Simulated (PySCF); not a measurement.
AlCl (aluminium monochloride), in a box:

```
Al Cl
1.0
     9.00000    0.00000    0.00000
     0.00000    9.00000    0.00000
     0.00000    0.00000   12.00000
Al Cl
1 1
Direct
  0.50470 0.50598 0.41981
  0.50411 0.49834 0.59410
```

The cell isn't the ideal one: atoms moved at random, drawn with an rms of 0.05 Å.

Base run:

| Property | Result |
| --- | --- |
| Program | PySCF 2.14.0 |
| Functional | revPBE |
| Dispersion | D3(BJ) |
| Potentials or basis | 6-31g* (all-electron) |
| k mesh | 1 × 1 × 1 |
| Occupations | fixed |
| Spin | no spin polarisation |

Its results: gap between the frontier levels 3.70 eV.

The run is repeated on the same cell with these changes: functional from revPBE to CAM-B3LYP. What comes out?

Gap between the frontier levels 7.71 eV.

CAM-B3LYP gives the wider gap, since exact exchange removes part of the self-interaction.

Caveats: this is a molecule in a periodic box at the Γ point, so its band gap is the HOMO-LUMO gap; the basis of atomic orbitals isn't converged, which shifts pressures, moduli and gaps.

